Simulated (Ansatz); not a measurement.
This script for Ansatz 0.2.0, Python API starts 5 runs on AlRu, space group Pm-3m. What input does the engine get in each?

`xc_alru.py`:
```python
# -*- coding: utf-8 -*-
"""One structure of AlRu under several functionals."""

import ansatz as az

params = {
    "k_spacing": 0.24,
    "occupations": "fermi_dirac",
}

system = (
    az.Lattice.cubic(2.9916)
    .space_group(221)
    .atom("Al", (0.0, 0.0, 0.0))
    .atom("Ru", (0.5, 0.5, 0.5))
)

job = (
    system.calculation()
    .kpoints(spacing=params["k_spacing"])
    .occupations(params["occupations"])
    .stress()
)

rows = []
for value in ["pbesol", "pbe", "lda", "r2scan", "revpbe"]:
    data = job.functional(value).run(threads=1).report
    rows.append((value, data["free_energy_ev"] / len(data["lattice"]["sites"]), data["n_iterations"], sum(data["stress_gpa"][i][i] for i in range(3)) / 3, data["n_kpoints"]))

print("  functional   F/atom (eV)    iterations       P (GPa)      k-points")
for row in rows:
    print(f"{str(row[0]):>12s}  {row[1]:12.5f}  {row[2]:12d}  {row[3]:12.3f}  {row[4]:12d}")
```

Run 1:
```yaml
crystal:
  lattice:
    bravais: cubic
    a: 2.9916
  space_group: 221
  atoms:
    - { symbol: Al, position: [0.0, 0.0, 0.0] }
    - { symbol: Ru, position: [0.5, 0.5, 0.5] }
kpoints:
  mp_grid:
    kspacing: 0.24
hamiltonian:
  xc: pbesol
scf:
  occupations:
    method: fermi_dirac
output:
  stress: true
```

Run 2, against run 1:
```diff
-  xc: pbesol
+  xc: pbe
```

Run 3, against run 1:
```diff
-  xc: pbesol
+  xc: lda
```

Run 4, against run 1:
```diff
-  xc: pbesol
+  xc: r2scan
```

Run 5, against run 1:
```diff
-  xc: pbesol
+  xc: revpbe
```

```console
$ python xc_alru.py
DeckWarning: basis.ecutwfc = 420 eV, auto-derived from the records' recommended cutoffs: set by Al (normal level)
DeckWarning: basis.ecutwfc = 500 eV, auto-derived from the records' recommended cutoffs: set by Al (their level for a meta-GGA)
  functional   F/atom (eV)    iterations       P (GPa)      k-points
      pbesol   -3171.16461             6        -3.145            35
         pbe   -3208.74549             6         2.730            35
         lda   -3136.23154             6        -8.007            35
      r2scan   -3216.28064             6        -1.852            35
      revpbe   -3212.39200             6         5.389            35
```
(Warnings from the package without file and line.)

From lowest to highest: LDA (-8.0 GPa), PBEsol (-3.1 GPa), r2SCAN (-1.9 GPa), PBE (2.7 GPa) and revPBE (5.4 GPa). At a fixed cell a lower pressure usually means a smaller equilibrium volume, so LDA prefers the smallest cell and revPBE the largest.

The mesh is modest for a metal, so energies can be off by several to tens of meV an atom and pressures by half a GPa or more; differences at equal mesh fare better. Pressure is positive in compression. The starting cell is as deposited in a crystallographic database; the results hold for this polymorph, which needn't be the stable one. Total energies of different functionals can't be compared; pressures, moments and gaps at this one structure can. It ran for 7 s on 1 thread of Arm Neoverse V1, on a shared host, peak memory 0.41 GiB.
